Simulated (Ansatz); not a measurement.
# GeH4S2: basis-set convergence

The task here is to estimate one member of a computed series from the others.

Computed with Ansatz 0.2.0, Gaussian basis. Level: one geometry, several basis sets.

Levels to be run: PBE0-D4/def2-SVP; ωB97M-V/def2-SVP; PBE0-D4/def2-QZVPP; ωB97M-V/def2-QZVPP; the functionals' def2-TZVPP values are taken from earlier runs.

**Structure used throughout**

All runs share one geometry, relaxed beforehand with PBE0-D4 in a triple-zeta def2 set.

SMILES `[SH][GeH2][SH]`, 7 atoms, charge 0, spin multiplicity 1.

Atoms are counted from 1 here; the program's logs count them from 0.

Bond lengths: S1–Ge2 2.222 Å, S1–H4 1.343 Å, Ge2–S3 2.222 Å, Ge2–H5 1.535 Å, Ge2–H6 1.531 Å, S3–H7 1.343 Å. Angles: Ge2–S1–H4 94.2°, S1–Ge2–S3 114.1°, S1–Ge2–H5 109.2°, S1–Ge2–H6 105.6°, S3–Ge2–H5 109.1°, S3–Ge2–H6 105.7°, H5–Ge2–H6 113.2°, Ge2–S3–H7 94.2°.

Set-up of the first run:

Contents of in.yaml:

```yaml
crystal:
  periodic: [false, false, false]
  atoms:
    - {symbol: S, position_ang: [-1.995182, -0.110722, -0.168250]}
    - {symbol: Ge, position_ang: [0.072858, 0.572529, 0.270589]}
    - {symbol: S, position_ang: [1.429754, -1.038592, 0.977307]}
    - {symbol: H, position_ang: [-1.662285, -0.690901, -1.332645]}
    - {symbol: H, position_ang: [0.669243, 1.215685, -0.989241]}
    - {symbol: H, position_ang: [-0.055231, 1.549458, 1.442323]}
    - {symbol: H, position_ang: [1.602042, -1.565459, -0.245785]}
basis:
  gaussian: {orbitals: def2-SVP}
hamiltonian: {xc: pbe0, dispersion: d4}
output: {orbitals: {seedname: orbitals}}
```

Launch:

```bash
$ ansatz run in.yaml --threads 4 --pin off --events-out ev --progress --plain --max-ram 10444MiB
```

Steps of the session up to this table: PBE0-D4 in def2-SVP; ωB97M-V in def2-SVP; PBE0-D4 in def2-QZVPP; ωB97M-V in def2-QZVPP.

One of the session's tables, all rows but one given; the rest of the session is left out.

It belongs to the step «Functionals by basis». 

| functional | basis | HOMO (eV) | LUMO (eV) |
| --- | --- | --- | --- |
| PBE0-D4 | def2-SVP | -7.21 | -0.08 |
| PBE0-D4 | def2-TZVPP | -7.35 | -0.50 |
| PBE0-D4 | def2-QZVPP | -7.38 | -0.62 |
| ωB97M-V | def2-SVP | ? | ? |
| ωB97M-V | def2-TZVPP | -9.50 | 1.42 |
| ωB97M-V | def2-QZVPP | -9.53 | 1.14 |

Q: Estimate the row for ωB97M-V, def2-SVP from the others.

As computed: HOMO (eV): -9.32; LUMO (eV): 1.99. In the column «HOMO (eV)» it lies between ωB97M-V, def2-TZVPP (-9.50) and PBE0-D4, def2-QZVPP (-7.38).
